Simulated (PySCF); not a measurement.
# The bond of SrHg, level by level

What are the lowest state that PBE0 finds, the bond length, vibrational wavenumber and bond energy of SrHg, and how much do these hang on the method?

Program: PySCF 2.14.0. Level of theory: Sr def2-SVP with ECP28, Hg def2-SVP with ECP60, scalar-relativistic core potentials. These are calculated values, not measurements.

## (1) Input

Settings of the job:

| Item | Value |
| --- | --- |
| atoms | Sr, Hg |
| charge | 0 |
| basis | Sr def2-SVP with ECP28, Hg def2-SVP with ECP60 |
| Hamiltonian | scalar-relativistic core potentials |
| basis functions | 55 |
| electrons treated | 30 |
| masses in u | 87.9056, 201.9706 |
| levels | PBE0, PBE, r²SCAN, PW91, MN15, r²SCANh, LC-ωPBE, HF, MP2, SCS-MP2, CCSD, CCSD(T) |
| grid | 80 radial by 434 angular points |
| occupations | held fixed by the projection of orbital angular momentum |
| dissociation limit | Sr + Hg, each in its ground configuration |
| starting distance in angstrom | 3.085 |
| values of 2S to try | 0, 2 |

Run with:

```sh
> OMP_NUM_THREADS=1 python dia.py task.json out
```

After this run come: The PBE0 curve of the state that the search chose; Excited determinants; PBE; r²SCAN (meta-GGA); PW91; MN15 (hybrid meta-GGA); r²SCANh; LC-ωPBE (range-separated hybrid); RHF; Adding correlation.

**Question.** What will these runs give? Wanted: for each run, Re; ωe; De; μ.

As calculated:

Lowest PBE0 solution found, without spin–orbit coupling: ¹Σ⁺ (singlet), closed shell. The other levels ran on it alone.

```tsv
level	Re (Å)	ωe (cm⁻¹)	De (eV)	μ (D)
RHF-MP2	4.112	18.6	0.072	n/a
RHF-SCS-MP2	4.938	12.7	0.047	n/a
PBE	3.944	33.2	0.091	-0.10
PW91	3.912	34.5	0.102	-0.12
r²SCAN	3.886	32.8	0.077	0.21
r²SCANh	3.947	29.9	0.069	0.17
PBE0	4.066	28.1	0.065	0.02
MN15	3.975	33.0	0.112	-0.08
LC-ωPBE	4.480	15.4	0.020	0.22
```

De is counted to Sr + Hg in their ground configurations. A positive dipole means Sr(−)Hg(+). No constants: RHF (no minimum is bracketed among the points kept); RHF-CCSD (no minimum is bracketed among the points kept); RHF-CCSD(T) (no minimum is bracketed among the points kept).

In words: Bond lengths run from 3.886 Å (r²SCAN) to 4.938 Å (RHF-SCS-MP2). Of the levels with a De here, LC-ωPBE gives the least (0.020 eV) and MN15 the most (0.112 eV).

Spin–orbit coupling is left out. The bond is weak, and basis-set superposition, which was not computed, may be a sizeable part of it.
